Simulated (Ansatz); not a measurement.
**C₂H₇AlS: up Jacob's ladder to CCSD(T)**

An exercise on one series of results from a longer session: the logs are not shown, and one member is left open.

Program: Ansatz 0.2.0, Gaussian basis. Level of theory: functionals in def2-TZVPP, the program's frozen cores in correlated methods. These are calculated values, not measurements.

Plan: LDA (SPW92), PBE-D4, revPBE-D4, BLYP-D4, r2SCAN-D4, B97M-V, PBE0-D4, B3LYP-D4, r2SCANh-D4, r2SCAN0-D4, HSE06-D4, BHLYP-D4, CAM-B3LYP-D4, LC-ωPBE, ωB97X-V, ωB97M-V, B2PLYP, PBE-QIDH; CCSD(T)/def2-SVP; CCSD(T)/def2-TZVPP; MP2/def2-QZVPP; extrapolation to the limit; RPA on PBE.

### The geometry

All runs share one geometry, relaxed beforehand with PBE0-D4 in a triple-zeta def2 set.

11 atoms, charge 0, spin multiplicity 1.

Atoms are counted from 1 here; the program's logs count them from 0.

Bond lengths: C1–C2 1.512 Å, C1–H5 1.094 Å, C1–H6 1.093 Å, C1–H7 1.095 Å, C2–Al3 1.965 Å, C2–S4 1.880 Å, C2–H8 1.089 Å, Al3–S4 2.464 Å, Al3–H9 1.587 Å, Al3–H10 1.586 Å, S4–H11 1.344 Å. Angles: C2–C1–H5 111.8°, C2–C1–H6 108.9°, C2–C1–H7 113.0°, H5–C1–H6 106.9°, H5–C1–H7 108.0°, H6–C1–H7 108.0°, C1–C2–Al3 121.6°, C1–C2–S4 108.6°, C1–C2–H8 112.1°, Al3–C2–S4 79.7°, Al3–C2–H8 120.4°, S4–C2–H8 106.7°, C2–Al3–S4 48.6°, C2–Al3–H9 118.5°, C2–Al3–H10 116.8°, S4–Al3–H9 108.1°, S4–Al3–H10 110.4°, H9–Al3–H10 124.6° and more.

Geometry (Å):

```mol
C2H7AlS
  3D, bonds by distance, orders not assigned

 11 11  0  0  0  0  0  0  0  0999 V2000
   -0.7149    1.1941   -0.6503 C   0  0
   -0.4906   -0.1091    0.0838 C   0  0
    1.1356   -0.4286    1.1389 Al  0  0
    0.4234   -1.2912   -1.0564 S   0  0
    0.2275    1.6464   -0.9721 H   0  0
   -1.1933    1.9047    0.0291 H   0  0
   -1.3548    1.0842   -1.5317 H   0  0
   -1.4274   -0.5944    0.3532 H   0  0
    1.1468   -1.6393    2.1651 H   0  0
    2.3158    0.6163    0.9665 H   0  0
   -0.0030   -2.4400   -0.5054 H   0  0
  1  2  8  0
  1  5  8  0
  1  6  8  0
  1  7  8  0
  2  3  8  0
  2  4  8  0
  2  8  8  0
  3  4  8  0
  3  9  8  0
  3 10  8  0
  4 11  8  0
M  END
```

Set-up of the first run:

Contents of in.yaml:

```yaml
crystal:
  periodic: [false, false, false]
  atoms:
    - {symbol: C, position_ang: [-0.714880, 1.194087, -0.650276]}
    - {symbol: C, position_ang: [-0.490596, -0.109062, 0.083763]}
    - {symbol: Al, position_ang: [1.135613, -0.428638, 1.138947]}
    - {symbol: S, position_ang: [0.423449, -1.291227, -1.056383]}
    - {symbol: H, position_ang: [0.227538, 1.646392, -0.972096]}
    - {symbol: H, position_ang: [-1.193260, 1.904665, 0.029069]}
    - {symbol: H, position_ang: [-1.354759, 1.084175, -1.531732]}
    - {symbol: H, position_ang: [-1.427396, -0.594389, 0.353213]}
    - {symbol: H, position_ang: [1.146777, -1.639276, 2.165147]}
    - {symbol: H, position_ang: [2.315849, 0.616332, 0.966468]}
    - {symbol: H, position_ang: [-0.003036, -2.439958, -0.505418]}
basis:
  gaussian: {orbitals: def2-TZVPP}
hamiltonian: {xc: lda}
output: {orbitals: {seedname: orbitals}}
```

Among the steps run: LDA; PBE-D4 (GGA); revPBE-D4 (GGA); BLYP-D4 (GGA); r2SCAN-D4 (meta-GGA); B97M-V (meta-GGA); PBE0-D4 (hybrid); B3LYP-D4 (hybrid); r2SCANh-D4 (hybrid); r2SCAN0-D4 (hybrid); HSE06-D4 (hybrid); BHLYP-D4 (hybrid); CAM-B3LYP-D4 (range-separated); LC-ωPBE (range-separated); ωB97X-V (range-separated); ωB97M-V (range-separated); B2PLYP (double hybrid); PBE-QIDH (double hybrid).

One table of the session follows, with a row left open; its other results are not shown here.

It belongs to the step «Frontier levels by functional». 

```
  functional  HOMO (eV)  gap (eV)
 LDA (SPW92)      -5.92      4.55
      PBE-D4      -5.81      4.62
   revPBE-D4      -5.76      4.66
     BLYP-D4      -5.68      4.59
   r2SCAN-D4      -6.03      5.15
      B97M-V      -6.13      5.12
     PBE0-D4      -6.96      6.65
    B3LYP-D4      -6.76      6.23
  r2SCANh-D4          ?         ?
  r2SCAN0-D4      -7.11      7.00
    HSE06-D4      -6.56      5.88
    BHLYP-D4      -8.02      8.45
CAM-B3LYP-D4      -8.27      8.85
     LC-ωPBE      -9.59     11.23
     ωB97X-V      -9.26     10.78
     ωB97M-V      -9.12     10.33
```

**Question.** Estimate the row for r2SCANh-D4.

Worked estimate for «HOMO (eV)». Against the share of exact exchange, r2SCAN-D4 (0, -6.03), r2SCAN0-D4 (0.25, -7.11) give a slope of -4.32 per unit share; at 0.1 the line stands at -6.46.

**Answer.** HOMO (eV): -6.46; gap (eV): 5.91. In «HOMO (eV)» the line misses by 0.00.
